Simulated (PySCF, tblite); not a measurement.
**CH₆Al₂F₈N−, a cluster of ions: infrared bands, interaction energy, NMR shifts and core binding energies**

Wanted: the infrared bands, interaction energy, NMR shifts and core binding energies for `C[NH3+]` with 2 × `[F][Al-]([F])([F])[F]`.

Programs: tblite 0.8.0 and PySCF 2.14.0. All values are calculated, for the isolated system unless a continuum is named. Atoms count from 0, parts from 1.

### 1 The system as given

18 atoms, charge -1, multiplicity 1; geometry: rigid parts in contact. Parts: 1 = atoms 0–7, `C[NH3+]`, charge 1; 2 = atoms 8–12, `[F][Al-]([F])([F])[F]`, charge -1; 3 = atoms 13–17, `[F][Al-]([F])([F])[F]`, charge -1.

### 2 Search for minima with GFN2-xTB

The job: settings as JSON, then the geometry in Å.

```
{"job": {"kind": "dock", "xc": "GFN2-xTB", "basis": "xTB"}, "charge": -1, "multiplicity": 1, "parts": [{"atoms": "0-7", "charge": 1, "multiplicity": 1}, {"atoms": "8-12", "charge": -1, "multiplicity": 1}, {"atoms": "13-17", "charge": -1, "multiplicity": 1}]}
C      0.782978     0.058830    -0.175901
N     -0.639587     0.006018     0.176862
H      1.161345     1.075998    -0.092117
H      0.948549    -0.307273    -1.185773
H      1.341745    -0.558871     0.523022
H     -1.237885     0.521124    -0.472688
H     -0.997494    -0.975345     0.182818
H     -0.763441     0.338656     1.149941
F     -1.279572     0.536925     2.835350
Al    -0.134431    -0.673473     3.185073
F     -0.161109    -1.196813     4.755786
F     -0.360468    -1.874895     2.040243
F      1.307803     0.085430     2.766552
F     -3.680880    -3.048491    -2.516472
Al    -2.736721    -3.266251    -1.146462
F     -3.466407    -4.308640    -0.064683
F     -1.190351    -3.744127    -1.595012
F     -2.514538    -1.718598    -0.476571
```

With the program's defaults for keys left out, this is: GFN2-xTB search for minima from random contacts, gas phase.

Launch:

```
$ OMP_NUM_THREADS=1 python cluster_run.py task.json out
```

One launch serves the whole session: the jobs run in the order shown.

Log:

```text
step      E/eV     max force
  0   -1335.15635    0.120
  1   -1335.15780    0.102
  2   -1335.16152    0.151
  3   -1335.16295    0.154
  4   -1335.16676    0.130
  5   -1335.16965    0.141
  6   -1335.17368    0.161
  7   -1335.17790    0.214
  8   -1335.18251    0.166
  9   -1335.18709    0.197
 10   -1335.19305    0.191
 11   -1335.20229    0.260
 12   -1335.21699    0.357
 13   -1335.23465    0.316
 14   -1335.24590    0.223
 15   -1335.25265    0.222
 16   -1335.26255    0.285
 17   -1335.28024    0.450
 18   -1335.30060    0.563
 19   -1335.31691    0.576
 20   -1335.34194    0.473
 21   -1335.36274    0.399
 22   -1335.38164    0.561
 23   -1335.41326    0.493
 24   -1335.43278    0.339
 25   -1335.44459    0.296
 26   -1335.45302    0.364
 27   -1335.46250    0.358
 28   -1335.47291    0.247
 29   -1335.48645    0.193
 30   -1335.49206    0.213
 31   -1335.50510    0.286
 32   -1335.51621    0.286
 33   -1335.52740    0.246
 34   -1335.53437    0.164
 35   -1335.53932    0.135
 36   -1335.54383    0.179
 37   -1335.54953    0.234
 38   -1335.55525    0.195
 39   -1335.56068    0.197
 40   -1335.56593    0.188
 41   -1335.57188    0.194
 42   -1335.57887    0.226
 43   -1335.58651    0.261
 44   -1335.59431    0.212
 45   -1335.60197    0.190
 46   -1335.60941    0.171
 47   -1335.61739    0.253
 48   -1335.62713    0.301
 49   -1335.63818    0.263
 50   -1335.64876    0.264
 51   -1335.65787    0.225
 52   -1335.66519    0.191
 53   -1335.67275    0.236
 54   -1335.68294    0.275
 55   -1335.69471    0.370
 56   -1335.70838    0.247
 57   -1335.71781    0.273
 58   -1335.72432    0.209
 59   -1335.72954    0.138
 60   -1335.73304    0.118
 61   -1335.73565    0.145
 62   -1335.73929    0.187
 63   -1335.74433    0.190
 64   -1335.75130    0.148
 65   -1335.75489    0.131
 66   -1335.75749    0.139
 67   -1335.76151    0.144
 68   -1335.76631    0.159
 69   -1335.77171    0.229
 70   -1335.77730    0.223
 71   -1335.78424    0.197
 72   -1335.79269    0.227
 73   -1335.80196    0.214
 74   -1335.80885    0.213
 75   -1335.81354    0.175
 76   -1335.81696    0.123
 77   -1335.82090    0.126
 78   -1335.82340    0.116
 79   -1335.82610    0.098
 80   -1335.82776    0.088
 81   -1335.82909    0.088
 82   -1335.83043    0.083
 83   -1335.83214    0.076
 84   -1335.83357    0.074
 85   -1335.83438    0.059
 86   -1335.83484    0.051
 87   -1335.83530    0.048
 88   -1335.83586    0.063
 89   -1335.83640    0.050
 90   -1335.83681    0.048
 91   -1335.83721    0.059
 92   -1335.83782    0.060
 93   -1335.83872    0.085
 94   -1335.83970    0.079
 95   -1335.84040    0.053
 96   -1335.84085    0.050
 97   -1335.84124    0.055
 98   -1335.84167    0.048
 99   -1335.84199    0.036
100   -1335.84219    0.036
101   -1335.84235    0.032
102   -1335.84254    0.037
103   -1335.84277    0.036
104   -1335.84300    0.044
105   -1335.84326    0.051
106   -1335.84360    0.053
107   -1335.84405    0.062
108   -1335.84462    0.058
109   -1335.84527    0.060
110   -1335.84598    0.055
111   -1335.84669    0.060
112   -1335.84722    0.055
113   -1335.84752    0.035
114   -1335.84771    0.027
115   -1335.84792    0.033
116   -1335.84819    0.047
117   -1335.84847    0.042
118   -1335.84867    0.033
119   -1335.84881    0.032
120   -1335.84894    0.029
121   -1335.84912    0.037
122   -1335.84932    0.040
123   -1335.84948    0.027
124   -1335.84958    0.022
125   -1335.84966    0.018
126   -1335.84974    0.021
127   -1335.84985    0.028
128   -1335.84999    0.028
129   -1335.85018    0.034
130   -1335.85040    0.046
131   -1335.85068    0.058
132   -1335.85104    0.055
133   -1335.85151    0.054
134   -1335.85201    0.051
135   -1335.85248    0.050
136   -1335.85280    0.053
137   -1335.85310    0.038
138   -1335.85333    0.028
139   -1335.85352    0.024
140   -1335.85364    0.027
141   -1335.85377    0.029
142   -1335.85390    0.028
143   -1335.85405    0.028
144   -1335.85418    0.025
145   -1335.85431    0.028
146   -1335.85445    0.035
147   -1335.85462    0.038
148   -1335.85475    0.034
149   -1335.85488    0.038
150   -1335.85501    0.034
151   -1335.85531    0.037
152   -1335.85548    0.036
153   -1335.85566    0.036
154   -1335.85576    0.030
155   -1335.85584    0.020
156   -1335.85591    0.022
157   -1335.85598    0.018
158   -1335.85603    0.015
159   -1335.85608    0.016
160   -1335.85613    0.017
161   -1335.85617    0.016
162   -1335.85622    0.017
163   -1335.85627    0.019
164   -1335.85633    0.016
165   -1335.85639    0.016
166   -1335.85644    0.015
167   -1335.85649    0.017
168   -1335.85653    0.017
169   -1335.85658    0.019
170   -1335.85665    0.017
171   -1335.85672    0.019
172   -1335.85681    0.023
173   -1335.85690    0.024
174   -1335.85698    0.030
175   -1335.85703    0.026
176   -1335.85711    0.020
177   -1335.85718    0.019
178   -1335.85723    0.016
179   -1335.85729    0.013

distinct minima (kcal/mol above the lowest): 0.00
binding energy -139.558 kcal/mol
```

Run time: 10 s. Hardware: 1 thread of Arm Neoverse N1, shared host.

Relaxation path:

```tsv
step	energy from step 0 (eV)	largest force (eV/Å)
0	0.0000	0.1193
7	-0.0215	0.2137
14	-0.0895	0.2226
21	-0.2064	0.3990
28	-0.3166	0.2467
35	-0.3830	0.1353
42	-0.4225	0.2264
49	-0.4818	0.2628
56	-0.5520	0.2464
63	-0.5880	0.1900
70	-0.6209	0.2228
77	-0.6645	0.1264
84	-0.6772	0.0737
91	-0.6809	0.0598
98	-0.6853	0.0474
105	-0.6869	0.0509
112	-0.6909	0.0557
119	-0.6925	0.0316
126	-0.6934	0.0203
133	-0.6952	0.0540
140	-0.6973	0.0276
147	-0.6983	0.0380
154	-0.6994	0.0291
161	-0.6998	0.0162
168	-0.7002	0.0170
175	-0.7007	0.0257
179	-0.7009	0.0136
```

Close pairs (by a distance rule), those that changed most:

```tsv
bond	before (Å)	after (Å)	change (Å)
Al14–F17	1.701	1.683	-0.018
F13–Al14	1.678	1.662	-0.016
F8–Al9	1.703	1.687	-0.016
Al9–F11	1.675	1.690	+0.015
N1–H6	1.045	1.030	-0.015
Al14–F15	1.670	1.684	+0.014
N1–H7	1.036	1.029	-0.007
Al9–F10	1.656	1.661	+0.006
```

Contacts between the parts in the structure taken on (a selection, picked against the atoms' radii; other short pairs can be missing):

```tsv
atoms	distance (Å)	kind (by distance and angle)	angle (°)
H7···F11	1.89	hydrogen bond	153
H6···F15	1.98	hydrogen bond	152
H5···F8	2.02	hydrogen bond	131
H6···F16	2.22	hydrogen bond	129
H2···F12	2.29	weak hydrogen bond	132
H6···Al14	2.21	inside the van der Waals sum	–
H7···Al9	2.58	inside the van der Waals sum	–
```

### 3 Harmonic vibrations: GFN2-xTB

The job: settings as JSON, then the geometry in Å.

```
{"job": {"kind": "ir", "xc": "GFN2-xTB", "basis": "xTB"}, "charge": -1, "multiplicity": 1, "parts": [{"atoms": "0-7", "charge": 1, "multiplicity": 1}, {"atoms": "8-12", "charge": -1, "multiplicity": 1}, {"atoms": "13-17", "charge": -1, "multiplicity": 1}]}
C      0.256412    -0.430802    -0.308468
N     -0.712672    -1.097005     0.567653
H      0.825858     0.296667     0.262102
H     -0.271976     0.062649    -1.120006
H      0.927958    -1.171358    -0.734595
H     -1.362152    -0.417507     0.980568
H     -1.259003    -1.785139     0.029965
H     -0.249561    -1.547514     1.368760
F     -1.442496     0.375915     2.831262
Al     0.022994    -0.117340     3.504577
F      0.202961     0.303687     5.101606
F      0.088940    -1.781130     3.217120
F      1.213571     0.526252     2.508815
F     -3.349712    -3.153606    -2.915887
Al    -2.415933    -2.482067    -1.716372
F     -2.761823    -3.063118    -0.173870
F     -0.765507    -2.759098    -1.908023
F     -2.568323    -0.809282    -1.605239
```

Level: GFN2-xTB harmonic vibrations, gas phase.

Log:

```text
mode    cm-1     km/mol
  1       8.2      0.29
  2      16.3      4.14
  3      27.2      6.70
  4      45.9      1.61
  5      56.0      1.82
  6      69.1      3.77
  7      78.2      2.15
  8      86.9      3.34
  9     125.4     15.87
 10     134.7      8.93
 11     144.7      2.44
 12     163.2      0.07
 13     166.3      2.07
 14     169.1      2.23
 15     175.8      3.27
 16     238.3      4.48
 17     253.2    195.66
 18     259.7     12.79
 19     260.5    105.33
 20     262.0     17.23
 21     263.5     52.16
 22     269.6     62.81
 23     314.4     23.08
 24     560.6      1.89
 25     563.0      0.31
 26     696.1    109.49
 27     705.2     67.56
 28     711.9    257.02
 29     713.5    294.42
 30     783.4    477.44
 31     789.0     42.39
 32     897.9     63.51
 33     901.8     69.23
 34    1079.0      0.12
 35    1203.5      4.48
 36    1206.0      4.60
 37    1370.2    162.72
 38    1395.8    109.01
 39    1422.5     63.95
 40    1445.1    230.38
 41    1453.7     11.97
 42    1467.6      4.63
 43    3070.8      7.25
 44    3071.5      4.53
 45    3086.8      1.21
 46    3198.7    499.08
 47    3208.6    205.60
 48    3269.7    151.81
```

It took 1.9 s on 1 thread of Arm Neoverse N1, shared host; peak memory 0.19 GiB.

The strongest bands and the atoms that carry them:

```tsv
cm⁻¹	km/mol	atoms
712	257.0	Al14 48 %, F17 31 %
714	294.4	Al9 43 %, F12 27 %, F8 13 %
783	477.4	Al9 31 %, F10 22 %, Al14 22 %, F13 15 %
1445	230.4	H7 41 %, H5 37 %
3199	499.1	H6 56 %, H7 35 %
3209	205.6	H7 45 %, H6 33 %, H5 16 %
```

Strongest bands of the parts alone (cm⁻¹, km/mol): part 1: 1366 (198), 3233 (107), 3233 (108); part 2: 721 (216), 721 (216), 721 (216); part 3: 721 (216), 721 (216), 721 (216).

On forming the cluster at 298.15 K and 1 atm (harmonic, kcal/mol): zero-point energy +1.97, all enthalpy terms beyond the electronic energy +2.87, −TΔS +18.20.

[end of part 1 of 3]
